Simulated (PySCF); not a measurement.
# C6H12O3Si: the cost of one run

Programs: PySCF 2.14.0, with routines of our own; each step states its level. All values are computed. Atoms count from 0.

### 1 The system as given

22 atoms, charge 0, multiplicity 1; geometry from: GFN2-xTB.

### 2 Vibronic structure: TDDFT CAM-B3LYP/def2-SVP

What the job is given:

```
{"job": {"kind": "vib", "xc": "CAM-B3LYP", "basis": "def2-SVP", "tda": false}, "charge": 0, "multiplicity": 1}
C     -3.395380     0.574026     1.231261
C     -3.312165     0.326536    -0.061183
C     -2.073083    -0.107590    -0.779193
O     -0.957771    -0.186668     0.113211
C      0.238551     0.094849    -0.381040
O      0.456819     0.404835    -1.523436
C      1.328821    -0.047204     0.667909
C      1.544193    -1.543351     0.933161
O      2.498144     0.558921     0.264773
Si     3.054426     0.896849    -1.232369
H     -4.318828     0.883505     1.687932
H     -2.540943     0.475605     1.878031
H     -4.170712     0.424509    -0.711263
H     -2.226747    -1.098063    -1.228376
H     -1.831737     0.593600    -1.588464
H      0.985992     0.441530     1.591599
H      0.633375    -1.993034     1.319016
H      2.346169    -1.663338     1.656606
H      1.834545    -2.037235     0.008590
H      3.040205    -0.256003    -2.129829
H      4.417374     1.206732    -0.805246
H      2.438341     2.070374    -1.842108
```

With the program's defaults for keys left out, this is: TDDFT CAM-B3LYP/def2-SVP vertical-gradient vibronic structure (displaced harmonic oscillators, Condon), gas phase.

The run is started by

```
$ OMP_NUM_THREADS=1 python excited_run.py task.json out
```

One launch serves the whole session: the jobs run in the order shown.

Q: Estimate the wall time and peak memory of this first job on 1 thread of Intel Xeon 6975P-C, shared host.

About 91 s, with a peak of 1.4 GiB.
